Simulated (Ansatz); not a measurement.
What does this script print? It uses the Ansatz DFT code, driven from Python.

The script, `scan_geh3te.py`:
```python
import ansatz as az
import numpy as np

geometry = (
    az.Crystal.molecule()
    .atom('Ge', [-0.0433, -0.0371, -0.1753])
    .atom('Te', [0.9691, -0.1726, 2.1362])
    .atom('H', [-0.4002, 1.4988, -0.5306])
    .atom('H', [-1.3519, -0.7704, -0.2095])
    .atom('H', [0.8762, -0.5924, -1.2622])
)

symbols = [site.symbol for site in geometry.cartesian_sites]
start = np.array([site.position_ang for site in geometry.cartesian_sites])
axis = (start[1] - start[0]) / np.linalg.norm(start[1] - start[0])
moving = [1]
lengths, energies = [2.224, 2.325, 2.426, 2.527, 2.628, 2.729, 2.83, 2.982], []
for length in lengths:
    xyz = start.copy()
    xyz[moving] += (length - np.linalg.norm(start[1] - start[0])) * axis
    point = az.Crystal.molecule()
    for symbol, place in zip(symbols, xyz):
        point = point.atom(symbol, place.tolist())
    setup = point.calculation().basis(gaussian='def2-SVP').functional('R2SCAN0').spin('collinear', total=1)
    report = setup.run(threads=1, backend='cpu').report
    energies.append(report['free_energy_ev'])
    print(f'r = {length:6.3f} A  E = {energies[-1]:.5f} eV  <S^2> = {abs(report["mean_field"]["state"]["spin_squared"]):.3f}')

fit = np.polynomial.Polynomial.fit(lengths, np.array(energies) - min(energies), 4).convert()
roots = [r.real for r in fit.deriv().roots() if abs(r.imag) < 1e-9 and fit.deriv(2)(r.real) > 0]
r_e = min(roots, key=lambda r: abs(r - lengths[int(np.argmin(energies))]))
print(f'minimum of the fit at {r_e:.4f} A, force constant {fit.deriv(2)(r_e):.2f} eV/A^2')
```

Output of `python scan_geh3te.py`:
```text
r =  2.224 A  E = -63853.51441 eV  <S^2> = 0.755
r =  2.325 A  E = -63853.99702 eV  <S^2> = 0.755
r =  2.426 A  E = -63854.24189 eV  <S^2> = 0.755
r =  2.527 A  E = -63854.32027 eV  <S^2> = 0.755
r =  2.628 A  E = -63854.28334 eV  <S^2> = 0.755
r =  2.729 A  E = -63854.16798 eV  <S^2> = 0.756
r =  2.830 A  E = -63854.00085 eV  <S^2> = 0.757
r =  2.982 A  E = -63853.69288 eV  <S^2> = 0.762
minimum of the fit at 2.5378 A, force constant 10.89 eV/A^2
```

Reading the output:
- These settings explore the input space; basis and method may be short of convergence.
- The rest of the molecule is held rigid at a force-field or estimated start geometry, and the basis set is modest; single-reference methods fail as a bond breaks.
- def2 sets replace the cores of elements past krypton by effective core potentials.
- The species is open-shell (spin multiplicity 2).
- Spin-orbit coupling of the heavy open-shell atom is left out.
- It ran for 4.3 min on 1 thread of Arm Neoverse V2, with other jobs on the host, peak memory 0.35 GiB.
